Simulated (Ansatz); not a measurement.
# WS2: the cost of one run

Computed with Ansatz 0.2.0, driven from Python. The levels of theory stand in the script.

## 1. The structure

Symmetry: P-6m2, No. 187, hexagonal system. Conventional cell: a = 3.184 Å, b = 3.184 Å, c = 16.951 Å, α = 90.00°, β = 90.00°, γ = 120.00°. W (site symmetry -6m2) is surrounded by 6 S at 2.41 Å. S (site symmetry 3m) is surrounded by 3 W at 2.41 Å.

Input file ws2.vasp:

```text
WS2
1.0
   3.18351636    0.00000000    0.00000000
  -1.59175818    2.75700604    0.00000000
   0.00000000    0.00000000   16.95057789
W S
1 2
Direct
   0.33333333    0.66666667    0.00000000
   0.66666667    0.33333333    0.90799949
   0.66666667    0.33333333    0.09200051
```

## 2. Script

Contents of lattice_ws2.py:

```python
"""Relaxed cell of WS2 under several functionals."""

import ansatz
from ase.io import read
import numpy as np

def edges_and_angles(cell):
    cell = np.asarray(cell)
    a, b, c = np.linalg.norm(cell, axis=1)
    cosines = cell[1] @ cell[2] / (b * c), cell[0] @ cell[2] / (a * c), cell[0] @ cell[1] / (a * b)
    return (a, b, c, *np.degrees(np.arccos(cosines)))

atoms = read("ws2.vasp", format="vasp")
system = ansatz.Crystal.from_ase(atoms)

calc = (
    system.calculation()
    .kpoints(10, 10, 2)  # sampling of the Brillouin zone
    .occupations(ansatz.OccupationsMethod.FERMI_DIRAC)
    .relax(cell=True)  # relax until the tolerances are met
)

levels = [("pbesol", "d3bj"), ("pbesol", "none"), ("lda", "none")]
print("level            a       b       c    alpha   beta  gamma  V/atom  steps")
for name, dispersion in levels:
    seen = []
    run = calc.functional(name, dispersion=dispersion).session().plan()
    res = run.execute(on_event=lambda e: seen.append(e) if e["event"] == "relax_step" else None)
    cell = res.lattice.cell_ang
    label = name if dispersion == "none" else f"{name}+{dispersion}"
    print("{:13s} {:7.4f} {:7.4f} {:7.4f} {:6.2f} {:6.2f} {:6.2f}".format(label, *edges_and_angles(cell)), f"{abs(np.linalg.det(cell)) / len(res.lattice.sites):7.3f} {len(seen):5d}")
```

## 3. Launch

Started as:

```console
$ python lattice_ws2.py
```

What time and memory should one allow on 1 thread of Arm Neoverse V1, shared host?

About 82 s, with a peak of 0.52 GiB.
